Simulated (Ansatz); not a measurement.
# K2ZrF5: from a guess to a relaxed structure

Where does this trial cell of K2ZrF5 go when cell and atoms are let free, and does the end survive a random kick?

Computed with Ansatz 0.2.0 (DFT PBE, scalar-relativistic, plane waves, PAW, unless a step's input says otherwise).

### Step 1. The starting structure

Symmetry: P-4m2, No. 115, tetragonal system. Conventional cell: a = 5.156 Å, b = 5.156 Å, c = 6.378 Å, α = 90.00°, β = 90.00°, γ = 90.00°. K (site symmetry 2mm) has 3 F at 2.71 to 2.98 Å and 2 Zr at 2.72 Å in its first shell of neighbours. Around Zr (site symmetry -4m2) lie 2 F at 1.68 Å. Around F (site symmetry 2mm) lie 4 F at 2.62 to 2.79 Å and 1 K at 2.98 Å. F (site symmetry 2mm) has 1 Zr at 1.68 Å in its first shell of neighbours. F (site symmetry -4m2) is surrounded by 4 F at 2.79 Å.

Structure file:

```cif
data_structure
_symmetry_space_group_name_H-M 'P 1'
_symmetry_Int_Tables_number 1
_cell_length_a 5.1557
_cell_length_b 5.1557
_cell_length_c 6.3782
_cell_angle_alpha 90.000
_cell_angle_beta 90.000
_cell_angle_gamma 90.000
_cell_volume 169.54
loop_
_atom_site_label
_atom_site_type_symbol
_atom_site_fract_x
_atom_site_fract_y
_atom_site_fract_z
_atom_site_occupancy
K1 K 0.00000 0.50000 0.63406 1
K2 K 0.50000 0.00000 0.36594 1
Zr1 Zr 0.00000 0.00000 0.50000 1
F1 F 0.00000 0.50000 0.16664 1
F2 F 0.50000 0.00000 0.83336 1
F3 F 0.00000 0.00000 0.23627 1
F4 F 0.00000 0.00000 0.76373 1
F5 F 0.50000 0.50000 0.00000 1
```

Recipe of the guess: random cell by space group and Wyckoff sites (P-4m2, No. 115). The dimensions are guesses.

### Step 2. Probe: one point on a coarse mesh

The input, input.yaml:

```yaml
crystal:
  lattice:
    - [5.1557304, 0.0, 0.0]
    - [0.0, 5.1557304, 0.0]
    - [0.0, 0.0, 6.37822298]
  atoms:
    - { symbol: K, position: [0.0, 0.5, 0.6340623] }
    - { symbol: K, position: [0.5, 0.0, 0.3659377] }
    - { symbol: Zr, position: [0.0, 0.0, 0.5] }
    - { symbol: F, position: [0.0, 0.5, 0.16663889] }
    - { symbol: F, position: [0.5, 0.0, 0.83336111] }
    - { symbol: F, position: [0.0, 0.0, 0.23626529] }
    - { symbol: F, position: [0.0, 0.0, 0.76373471] }
    - { symbol: F, position: [0.5, 0.5, 0.0] }
basis:
  ecutwfc: 420
kpoints:
  mp_grid: { grid: [4, 4, 4] }
hamiltonian:
  xc: pbe
scf:
  occupations: { method: gaussian, width: 0.1 }
  lower_state_search: "off"
output:
  forces: true
  stress: true
  eigenvalues: true
```

Launch:

```console
ansatz run input.yaml --threads 1 --pin off --max-ram 2560MiB --backend cpu --events-out ev --progress --plain --runs-dir out
```

The session goes on with these runs: coarse relaxation; spin check on a coarse mesh; full relaxation; reference for the kick test; kicked and relaxed without symmetry.

Before running it: what results should come out? Wanted: conventional cell; volume; energy over the elements; gap on the mesh; total moment.

**Answer**, as computed:

| quantity | value |
| --- | --- |
| symmetry at the end (tolerance 0.05 Å) | space group P-4m2 (No. 115) |
| conventional cell | a = 4.285 Å, b = 4.285 Å, c = 10.117 Å, α = 90.00°, β = 90.00°, γ = 90.00° |
| volume | 23.22 Å³/atom |
| energy over the elements (uncorrected; H, N, O, F and Cl as molecules) | -3.03 eV/atom |
| gap on the mesh | none (metal) |
| total moment | 0.84 μB/cell |

The space group P-4m2 (No. 115) is kept, and the volume per atom grows by 9.6 % from the first guess. It lies below the elements, which doesn't yet make it stable: competing phases were not computed in this session. The kick test gives no clear verdict at this accuracy. An odd count of electrons in a cell without spin polarisation forces a partly filled band, so those cells are metals by count; spin or a larger cell could change that. Other magnetic orders were not searched.
